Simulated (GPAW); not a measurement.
# HfB (Fm-3m) in GPAW: settings compared, part 3 of 3

GPAW 26.7.0. The steps go on from the part before.

## 4. Relaxation of cell and atoms, LDA

File run.py:

```python
from ase import Atoms
from ase.filters import FrechetCellFilter
from ase.io import write
from ase.optimize import BFGS
from gpaw import GPAW, PW

atoms = Atoms(['Hf', 'B'],
              cell=[[0.0, 2.31, 2.31],
                    [2.31, 0.0, 2.31],
                    [2.31, 2.31, 0.0]],
              scaled_positions=[[0.5, 0.5, 0.5],
                                [0.0, 0.0, 0.0]],
              pbc=True)

calc = GPAW(mode=PW(800),
            xc='LDA',
            kpts={'size': (10, 10, 10), 'gamma': True},
            occupations={'name': 'fermi-dirac', 'width': 0.05},
            nbands=17,
            convergence={'density': 1e-05, 'forces': 0.0001},
            maxiter=150,
            txt='gpaw.txt')
atoms.calc = calc
opt = BFGS(FrechetCellFilter(atoms), trajectory='relax.traj', logfile='-')
done = opt.run(fmax=0.02, steps=60)
calc.write('gs.gpw')
write('result.traj', atoms)
print('Converged:', done)
print('Cell:', atoms.cell.cellpar().round(4))
print('Volume:', round(atoms.get_volume(), 4))
print(atoms.get_scaled_positions().round(5))
```

Potentials or basis: the program's PAW data sets (release 1.2.1) made for this functional, pw.

Command:

```bash
> OMP_NUM_THREADS=1 python run.py
```

gpaw.txt:

```text
__  _  _
 | _ |_)|_||  |
 |__||  | ||/\| - 26.7.0

Input parameters:
  mode=PW(ecut=800.0),
  convergence={'density': 1e-05, 'forces': 0.0001},
  kpts=MonkhorstPack(size=(10, 10, 10), gamma=True),
  maxiter=150,
  nbands=17,
  occupations=Occupations(name='fermi-dirac', width=0.05),
  xc=XC(name='LDA')

Diagonalizing LCAO Hamiltonian
Converting LCAO to pw mode

               Hf

       B

Atoms  # Å, Bohr magnetons
|   | symbol |        x |        y |        z |    initial magnetic moments |
|---|--------|----------|----------|----------|-----------------------------|
| 0 |     Hf | 2.310000 | 2.310000 | 2.310000 | ( 0.0000,  0.0000,  0.0000) |
| 1 |      B | 0.000000 | 0.000000 | 0.000000 | ( 0.0000,  0.0000,  0.0000) |

Unit cell  # Å
| periodic |        x |        y |        z |  lengths |    angles |
|----------|----------|----------|----------|----------|-----------|
|      yes | 0.000000 | 2.310000 | 2.310000 | 3.266833 | 60.000000 |
|      yes | 2.310000 | 0.000000 | 2.310000 | 3.266833 | 60.000000 |
|      yes | 2.310000 | 2.310000 | 0.000000 | 3.266833 | 60.000000 |

Number of symmetries: 48
Symmetry operations  # r_c * U_cc + t_c -> r_c
|    | kind |            matrix            |
|----|------|------------------------------|
|  0 |  σ   |  1, 0, 0,  1, 0,-1,  1,-1, 0 |
|  1 |  C2  |  1, 0, 0,  1,-1, 0,  1, 0,-1 |
|  2 |  E   |  1, 0, 0,  0, 1, 0,  0, 0, 1 |
|  3 |  σ   |  1, 0, 0,  0, 0, 1,  0, 1, 0 |
|  4 |  C4  |  1, 0,-1,  1, 0, 0,  1,-1, 0 |
|  5 |  S6  |  1, 0,-1,  1,-1, 0,  1, 0, 0 |
|  6 |  σ   |  1, 0,-1,  0, 1,-1,  0, 0,-1 |
|  7 |  C3  |  1, 0,-1,  0, 0,-1,  0, 1,-1 |
|  8 |  S6  |  1,-1, 0,  1, 0, 0,  1, 0,-1 |
[... 173 lines left out ...]
SCF iterations
|iter     | |      energy | eigst |  dens |force |
|---------|-|-------------|-------|-------|------|
|iter:   1| |  -17.381497 | -0.28 |       |      |
|iter:   2| |  -17.165557 | -2.61 | -0.96 |      |
|iter:   3| |  -16.477492 | -1.60 | -1.02 |      |
|iter:   4| |  -16.489535 | -3.61 | -1.86 |      |
|iter:   5| |  -16.494344 | -4.20 | -2.15 |      |
|iter:   6| |  -16.494338c| -6.43 | -3.46 |      |
|iter:   7| |  -16.494337c| -7.75c| -4.02 |      |
|iter:   8| |  -16.494337c| -7.74c| -4.64 |      |
|iter:   9| |  -16.494337c| -8.87c| -6.03c|      |
|iter:  10| |  -16.494337c| -9.82c| -6.38c|-29.50c|

Converged in 10 steps
Energy contributions relative to reference atoms: (reference = -410303.942772)

Energy contributions:
  Kinetic:          33.409412
  Coulomb:         -29.218407
  Zero:             -0.494446
  External:          0.000000
  Xc:              -20.185619
  Entropy:          -0.010554
  Spinorbit:         0.000000
  ----------------------------
  Free energy:     -16.499614
  Extrapolated:    -16.494337
[... 43 lines left out ...]
       B

Atoms  # Å, Bohr magnetons
|   | symbol |         x |        y |        z |    initial magnetic moments |
|---|--------|-----------|----------|----------|-----------------------------|
| 0 |     Hf |  2.335245 | 2.335245 | 2.335245 | ( 0.0000,  0.0000,  0.0000) |
| 1 |      B | -0.000000 | 0.000000 | 0.000000 | ( 0.0000,  0.0000,  0.0000) |

Unit cell  # Å
| periodic |        x |         y |         z |  lengths |    angles |
|----------|----------|-----------|-----------|----------|-----------|
|      yes | 0.000000 |  2.335245 |  2.335245 | 3.302536 | 60.000000 |
|      yes | 2.335245 | -0.000000 |  2.335245 | 3.302536 | 60.000000 |
|      yes | 2.335245 |  2.335245 | -0.000000 | 3.302536 | 60.000000 |

Number of symmetries: 48
Symmetry operations  # r_c * U_cc + t_c -> r_c
|    | kind |            matrix            |
|----|------|------------------------------|
|  0 |  σ   |  1, 0, 0,  1, 0,-1,  1,-1, 0 |
|  1 |  C2  |  1, 0, 0,  1,-1, 0,  1, 0,-1 |
|  2 |  E   |  1, 0, 0,  0, 1, 0,  0, 0, 1 |
|  3 |  σ   |  1, 0, 0,  0, 0, 1,  0, 1, 0 |
[... 198 lines left out ...]
  External:          0.000000
  Xc:              -19.222507
  Entropy:          -0.012003
  Spinorbit:         0.000000
  ----------------------------
  Free energy:     -16.579976
  Extrapolated:    -16.573974
[... 43 lines left out ...]
       B

Atoms  # Å, Bohr magnetons
|   | symbol |        x |         y |         z |    initial magnetic moments |
|---|--------|----------|-----------|-----------|-----------------------------|
| 0 |     Hf | 2.375133 |  2.375133 |  2.375133 | ( 0.0000,  0.0000,  0.0000) |
| 1 |      B | 0.000000 | -0.000000 | -0.000000 | ( 0.0000,  0.0000,  0.0000) |

Unit cell  # Å
| periodic |        x |         y |        z |  lengths |    angles |
|----------|----------|-----------|----------|----------|-----------|
|      yes | 0.000000 |  2.375133 | 2.375133 | 3.358946 | 60.000000 |
|      yes | 2.375133 | -0.000000 | 2.375133 | 3.358946 | 60.000000 |
|      yes | 2.375133 |  2.375133 | 0.000000 | 3.358946 | 60.000000 |

Number of symmetries: 48
Symmetry operations  # r_c * U_cc + t_c -> r_c
|    | kind |            matrix            |
|----|------|------------------------------|
|  0 |  σ   |  1, 0, 0,  1, 0,-1,  1,-1, 0 |
|  1 |  C2  |  1, 0, 0,  1,-1, 0,  1, 0,-1 |
|  2 |  E   |  1, 0, 0,  0, 1, 0,  0, 0, 1 |
|  3 |  σ   |  1, 0, 0,  0, 0, 1,  0, 1, 0 |
|  4 |  C4  |  1, 0,-1,  1, 0, 0,  1,-1, 0 |
|  5 |  S6  |  1, 0,-1,  1,-1, 0,  1, 0, 0 |
|  6 |  σ   |  1, 0,-1,  0, 1,-1,  0, 0,-1 |
|  7 |  C3  |  1, 0,-1,  0, 0,-1,  0, 1,-1 |
|  8 |  S6  |  1,-1, 0,  1, 0, 0,  1, 0,-1 |
[... 173 lines left out ...]
SCF iterations
|iter     | |      energy | eigst |  dens |force |
|---------|-|-------------|-------|-------|------|
|iter:   1| |  -16.673609 | -0.48 |       |      |
|iter:   2| |  -16.664288 | -3.41 | -1.69 |      |
|iter:   3| |  -16.622449 | -2.64 | -1.72 |      |
|iter:   4| |  -16.623507 | -4.07 | -2.43 |      |
|iter:   5| |  -16.623910c| -5.24 | -3.01 |      |
|iter:   6| |  -16.624027c| -6.10 | -3.29 |      |
|iter:   7| |  -16.624028c| -8.09c| -4.49 |      |
|iter:   8| |  -16.624028c| -8.19c| -4.91 |      |
|iter:   9| |  -16.624028c| -9.43c| -6.53c|      |
|iter:  10| |  -16.624028c|-10.15c| -6.80c|-30.56c|

Converged in 10 steps
Energy contributions relative to reference atoms: (reference = -410303.942772)

Energy contributions:
  Kinetic:          19.428864
  Coulomb:         -17.784549
  Zero:             -0.482408
  External:          0.000000
  Xc:              -17.778977
  Entropy:          -0.013917
  Spinorbit:         0.000000
  ----------------------------
  Free energy:     -16.630986
  Extrapolated:    -16.624028
[... 43 lines left out ...]
       B

Atoms  # Å, Bohr magnetons
|   | symbol |        x |         y |         z |    initial magnetic moments |
|---|--------|----------|-----------|-----------|-----------------------------|
| 0 |     Hf | 2.378363 |  2.378363 |  2.378363 | ( 0.0000,  0.0000,  0.0000) |
| 1 |      B | 0.000000 | -0.000000 | -0.000000 | ( 0.0000,  0.0000,  0.0000) |

Unit cell  # Å
| periodic |        x |        y |         z |  lengths |    angles |
|----------|----------|----------|-----------|----------|-----------|
|      yes | 0.000000 | 2.378363 |  2.378363 | 3.363513 | 60.000000 |
|      yes | 2.378363 | 0.000000 |  2.378363 | 3.363513 | 60.000000 |
|      yes | 2.378363 | 2.378363 | -0.000000 | 3.363513 | 60.000000 |

Number of symmetries: 48
Symmetry operations  # r_c * U_cc + t_c -> r_c
|    | kind |            matrix            |
|----|------|------------------------------|
|  0 |  σ   |  1, 0, 0,  1, 0,-1,  1,-1, 0 |
|  1 |  C2  |  1, 0, 0,  1,-1, 0,  1, 0,-1 |
|  2 |  E   |  1, 0, 0,  0, 1, 0,  0, 0, 1 |
|  3 |  σ   |  1, 0, 0,  0, 0, 1,  0, 1, 0 |
|  4 |  C4  |  1, 0,-1,  1, 0, 0,  1,-1, 0 |
|  5 |  S6  |  1, 0,-1,  1,-1, 0,  1, 0, 0 |
|  6 |  σ   |  1, 0,-1,  0, 1,-1,  0, 0,-1 |
|  7 |  C3  |  1, 0,-1,  0, 0,-1,  0, 1,-1 |
|  8 |  S6  |  1,-1, 0,  1, 0, 0,  1, 0,-1 |
[... 173 lines left out ...]
SCF iterations
|iter     | |      energy | eigst |  dens |force |
|---------|-|-------------|-------|-------|------|
|iter:   1| |  -16.624694 | -2.69 |       |      |
|iter:   2| |  -16.624631 | -5.60 | -2.78 |      |
|iter:   3| |  -16.624337c| -4.80 | -2.82 |      |
|iter:   4| |  -16.624345c| -6.27 | -3.54 |      |
|iter:   5| |  -16.624346c| -7.44c| -4.11 |      |
|iter:   6| |  -16.624347c| -8.28c| -4.39 |      |
|iter:   7| |  -16.624347c| -9.39c| -5.60c|      |
|iter:   8| |  -16.624347c|-10.09c| -5.99c|-30.32c|

Converged in 8 steps
Energy contributions relative to reference atoms: (reference = -410303.942772)

Energy contributions:
  Kinetic:          18.795257
  Coulomb:         -17.264638
  Zero:             -0.481842
  External:          0.000000
  Xc:              -17.666102
  Entropy:          -0.014043
  Spinorbit:         0.000000
  ----------------------------
  Free energy:     -16.631368
  Extrapolated:    -16.624347
[... 26 lines left out ...]
Stress tensor  # eV/Ang^3
|         x |         y |         z |
|-----------|-----------|-----------|
| -0.000260 |  0.000000 |  0.000000 |
|  0.000000 | -0.000260 | -0.000000 |
|  0.000000 | -0.000000 | -0.000260 |

Forces  # eV/Ang
|       x |       y |       z |
|---------|---------|---------|
| 0.00000 | 0.00000 | 0.00000 |  # Hf   0
| 0.00000 | 0.00000 | 0.00000 |  # B    1

# Writing to gs.gpw (mode='')
```

Wall time 73 s (1 thread of Arm Neoverse V2, shared host); peak memory 0.25 GiB.

What came out:

```yaml
Free_energy: -16.6314 eV
Relaxed_volume: 13.45 Å³/atom
Relaxed_cell: a = 3.364 Å, b = 3.364 Å, c = 3.364 Å, α = 60.00°, β = 60.00°, γ = 60.00°
Space_group_after_relaxing_to_0.05_Å: Fm-3m (No. 225)
Energy_gained_by_relaxing: 65.0 meV/atom
Ionic_steps: 4
Pressure_after_relaxing: 0.0 GPa
Band_gap_on_the_k_mesh: none (metal or under the smearing width)
```

Step by step:
| step | energy change (eV) | largest force (eV/Å) | pressure (GPa) | volume (Å³) |
| --- | --- | --- | --- | --- |
| 1 | 0.0000 | 0.0000 | 19.78 | 24.65 |
| 2 | -0.0796 | 0.0000 | 11.66 | 25.47 |
| 3 | -0.1297 | 0.0000 | 0.82 | 26.80 |
| 4 | -0.1300 | 0.0000 | 0.04 | 26.91 |

Final structure:
```
CELL_PARAMETERS angstrom
0.00000 2.37836 2.37836
2.37836 0.00000 2.37836
2.37836 2.37836 0.00000
ATOMIC_POSITIONS crystal
Hf 0.50000 0.50000 0.50000
B 0.00000 0.00000 0.00000
```

Caveat: later steps reuse the first step's grids.

## 5. Summary

| level | potentials or basis | eigensolver | gap on the mesh (eV) | pressure (GPa) | relaxed volume (Å³/atom) |
| --- | --- | --- | --- | --- | --- |
| BLYP+D3(BJ) | PAW data sets generated in the run's folder for this functional, pw | davidson | none | 0.1 | 13.79 |
| BLYP+D4 | PAW data sets generated in the run's folder for this functional, pw | davidson | none | 0.1 | 14.03 |
| LDA | the program's PAW data sets (release 1.2.1) made for this functional, pw | - | none | 0.0 | 13.45 |

Alike in all rows: task relaxation of cell and atoms; no spin polarisation; cell relaxed; k mesh 10 × 10 × 10; cutoff (eV) 800; smearing fermi-dirac 0.05 eV.

Caveats: later steps reuse the first step's grids; pairwise dispersion overbinds metals, which lowers pressure and volume (some runs).

Absolute energies hang on the potentials; compare differences alone.
